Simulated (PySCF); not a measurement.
**The bond of RbO, level by level**

The task here is to estimate one member of a computed series from the others.

Computed with PySCF 2.14.0. Level: Rb def2-TZVPP with ECP28, O def2-TZVPP, scalar-relativistic core potentials.

The first run:

The job is set up so:

* atoms: Rb, O
* charge: 0
* basis: Rb def2-TZVPP with ECP28, O def2-TZVPP
* Hamiltonian: scalar-relativistic core potentials
* basis functions: 71
* electrons treated: 17
* masses in u: 84.9118, 15.9949
* levels: PBE0, PBE, r²SCAN, PW91, r²SCANh, B2PLYP, r²SCAN0, ωB97M-V, HF, MP2, SCS-MP2, CCSD, CCSD(T)
* grid: 80 radial by 434 angular points
* occupations: held fixed by the projection of orbital angular momentum
* dissociation limit: Rb + O, each in its ground configuration
* starting distance in angstrom: 2.660
* values of 2S to try: 1, 3

Command:

```console
OMP_NUM_THREADS=1 python dia.py task.json out
```

Among the steps run: Set-up; First curve: PBE0; Excited determinants; PBE; r²SCAN; PW91 (GGA); r²SCANh (hybrid meta-GGA); B2PLYP (double hybrid); r²SCAN0 (hybrid meta-GGA); ωB97M-V; UHF (mean field); MP2 and coupled cluster.

One of the session's tables, all rows but one given; the rest of the session is left out.

```
      level  ωe (%)
        UHF    -2.2
    UHF-MP2    -0.3
UHF-SCS-MP2    -1.0
   UHF-CCSD    +0.2
        PBE    -3.8
       PW91    -3.2
     r²SCAN    -1.0
    r²SCANh    -0.1
       PBE0    -0.5
    r²SCAN0       ?
    ωB97M-V    -0.9
     B2PLYP    -1.2
```

Estimate the missing values for r²SCAN0.

**Answer.** ωe (%): +1.1. In the column «ωe (%)» it is the highest.
